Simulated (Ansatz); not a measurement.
# InH2Br: taking an electron away

One table from this session's results is given with a row withheld; the runs are named, their logs left out.

Program: Ansatz 0.2.0, Gaussian basis. Level of theory: unrestricted cation, the program's frozen cores in correlated methods. These are calculated values, not measurements.

Levels to be run: UKS PBE-D4/def2-TZVPP; UKS r2SCAN-D4/def2-TZVPP; UKS PBE0-D4/def2-TZVPP; UKS B3LYP-D4/def2-TZVPP; UKS wB97X-V/def2-TZVPP; UKS wB97M-V/def2-TZVPP; UKS B2PLYP/def2-TZVPP; UHF-CCSD(T)/def2-TZVPP; UHF-MP2/def2-QZVPP; extrapolation to the limit; then −ε(HOMO) from the neutral's earlier runs with LDA (SPW92), PBE-D4, revPBE-D4, BLYP-D4, r2SCAN-D4, B97M-V, PBE0-D4, B3LYP-D4, r2SCANh-D4, r2SCAN0-D4, HSE06-D4, BHLYP-D4, CAM-B3LYP-D4, LC-ωPBE, ωB97X-V, ωB97M-V.

### The geometry

All runs share one geometry, relaxed beforehand with PBE0-D4 in a triple-zeta def2 set. In takes the def2 core potential; no spin-orbit term is included.

SMILES `[Br][InH2]`, 4 atoms, charge 0, spin multiplicity 1.

Atoms are counted from 1 here; the program's logs count them from 0.

Bond lengths: Br1–In2 2.484 Å, In2–H3 1.706 Å, In2–H4 1.706 Å. Angles: Br1–In2–H3 113.0°, Br1–In2–H4 113.0°, H3–In2–H4 134.1°.

The first run:

File in.yaml:

```yaml
crystal:
  periodic: [false, false, false]
  atoms:
    - {symbol: Br, position_ang: [-1.774171, 0.653097, -1.090190]}
    - {symbol: In, position_ang: [0.248766, -0.102840, 0.137456]}
    - {symbol: H, position_ang: [0.549329, -1.772697, -0.039954]}
    - {symbol: H, position_ang: [1.031675, 1.162140, 0.972389]}
basis:
  gaussian: {orbitals: def2-TZVPP}
total_charge: 1
magnetization: {spin_polarized: true, initial_magnetization: 1}
hamiltonian: {xc: pbe, dispersion: d4}
```

Run with:

```
> ansatz run in.yaml --threads 4 --pin off --events-out ev --progress --plain --max-ram 10444MiB
```

Steps of the session up to this table: Cation, UKS PBE-D4/def2-TZVPP; Cation, UKS r2SCAN-D4/def2-TZVPP; Cation, UKS PBE0-D4/def2-TZVPP; Cation, UKS B3LYP-D4/def2-TZVPP; Cation, UKS wB97X-V/def2-TZVPP; Cation, UKS wB97M-V/def2-TZVPP; Cation, UKS B2PLYP (frozen core)/def2-TZVPP; Cation, UHF-CCSD(T)/def2-TZVPP; Cation, UHF-MP2/def2-QZVPP.

One table of the session follows, with a row left open; its other results are not shown here.

For comparison, −ε(HOMO) of the neutral from earlier runs:

| functional | −ε(HOMO) (eV) |
| --- | --- |
| LDA (SPW92) | 6.74 |
| PBE-D4 | 6.61 |
| revPBE-D4 | 6.56 |
| BLYP-D4 | 6.45 |
| r2SCAN-D4 | 6.91 |
| B97M-V | 7.01 |
| PBE0-D4 | 7.83 |
| B3LYP-D4 | 7.59 |
| r2SCANh-D4 | 7.36 |
| r2SCAN0-D4 | ? |
| HSE06-D4 | 7.44 |
| BHLYP-D4 | 8.92 |
| CAM-B3LYP-D4 | 9.14 |
| LC-ωPBE | 10.51 |
| ωB97X-V | 10.16 |
| ωB97M-V | 10.02 |

**Question.** Estimate the row for r2SCAN0-D4.

Worked estimate for «−ε(HOMO) (eV)». Against the share of exact exchange, r2SCAN-D4 (0, 6.91), r2SCANh-D4 (0.1, 7.36) give a slope of 4.50 per unit share; at 0.25 the line stands at 8.03.

**Answer.** −ε(HOMO) (eV): 8.04. In «−ε(HOMO) (eV)» the line misses by -0.01.

Caveats from the session: The cation may have settled in a state other than its lowest; no search over hole states beyond the program's own was made.
